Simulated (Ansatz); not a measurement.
# SmS: the cost of one run

All numbers are computed with Ansatz 0.2.0 through its Python package. Level of theory: DFT PBEsol, plane waves, PAW.

The COD entry's cell or inner coordinates are ideal or old and differ from later refinements, so a difference from it is no clean test against experiment.

### 1 Starting point

It takes space group Fm-3m (No. 225, cubic). Conventional cell: a = 5.880 Å, b = 5.880 Å, c = 5.880 Å, α = 90.00°, β = 90.00°, γ = 90.00°. Sm (site symmetry m-3m) has 6 S at 2.94 Å as nearest neighbours. S (site symmetry m-3m) has 6 Sm at 2.94 Å as nearest neighbours.

No structure file is read: the coordinates are typed or built in the script.

### 2 Script

bands_sms.py

```python
"""Bands of SmS along a path through the zone."""

import warnings

import ansatz as az
import numpy as np
from pymatgen.core import Lattice, Structure
from pymatgen.io.ase import AseAtomsAdaptor


def main() -> None:
    warnings.simplefilter("ignore", az.DeckWarning)

    pmg_structure = Structure(
        Lattice([(0.0, 2.94, 2.94), (2.94, 0.0, 2.94), (2.94, 2.94, 0.0)]),
        ["Sm", "S"],
        [
            (0.5, 0.5, 0.5),
            (0.0, 0.0, 0.0),
        ],
    )
    structure = az.Crystal.from_ase(AseAtomsAdaptor.get_atoms(pmg_structure)).moments(Sm=5)

    # vertices of the path, as fractions of the reciprocal vectors
    path = [
        ("K", (0.375, 0.375, 0.75)),
        ("G", (0.0, 0.0, 0.0)),
        ("L", (0.5, 0.5, 0.5)),
        ("W", (0.5, 0.25, 0.75)),
        ("X", (0.5, 0.0, 0.5)),
    ]
    calc = (
        structure.calculation()
        .spin("collinear")
        .kpoints(mesh=(11, 11, 11))  # the mesh must be finer for metals
        .functional(az.Functional.PBESOL)
        .occupations("fermi_dirac", width=0.05)  # the run then minimises F = E - TS
        .band_structure([point for _, point in path], intervals=6)
        .scf(extra_bands=10)
    )
    def show(event):
        row = event["data"]
        if event["event"] == "scf_iter" and row.get("harris_foulkes_ev") is not None:
            print(f"  iteration {row['iter']:3d}  Harris-Foulkes {row['harris_foulkes_ev']:.5f} eV  residual {row['dr2_ev']:.2e}")


    outcome = calc.session().plan().execute(on_event=show)
    r = outcome.report

    print(f"free energy      {r['free_energy_ev']:.5f} eV")
    print(f"per atom         {r['free_energy_ev'] / len(outcome.lattice.sites):.5f} eV")
    print(f"SCF iterations   {r['n_iterations']}  (converged: {r['converged']})")

    print("site moments (muB):", [round(m, 2) for m in r["site_moments_mub"]])
    print("electrons up, down:", [round(n, 3) for n in r["spin_occupation_sums"]])

    bands = outcome.band_structure()
    fermi = bands.fermi_energy_ev
    print(f"zero of the bands: {fermi:.3f} eV, the Fermi level found on the SCF mesh")
    for spin, channel in enumerate(bands.channels):
        levels = channel.eigenvalues_ev - fermi
        crossing = [b for b in range(levels.shape[1]) if levels[:, b].min() < 0 < levels[:, b].max()]
        print(f"channel {spin}: bands that cross the Fermi level on this path:", [b + 1 for b in crossing] or "none")
        shown = crossing or sorted(np.argsort(np.abs(levels).min(axis=0))[:2])
        for k, row in zip(bands.kpoints_frac, levels[:, shown]):
            print(f"{k[0]:7.3f} {k[1]:7.3f} {k[2]:7.3f}  ", " ".join(f"{e:8.3f}" for e in row))


if __name__ == "__main__":
    main()
```

### 3 Running it

On the command line:

```
$ python bands_sms.py
```

**Question.** How long does this script take on 1 thread of Arm Neoverse V2, shared host, and how much memory does it need?

About 27 s, with a peak of 0.49 GiB.
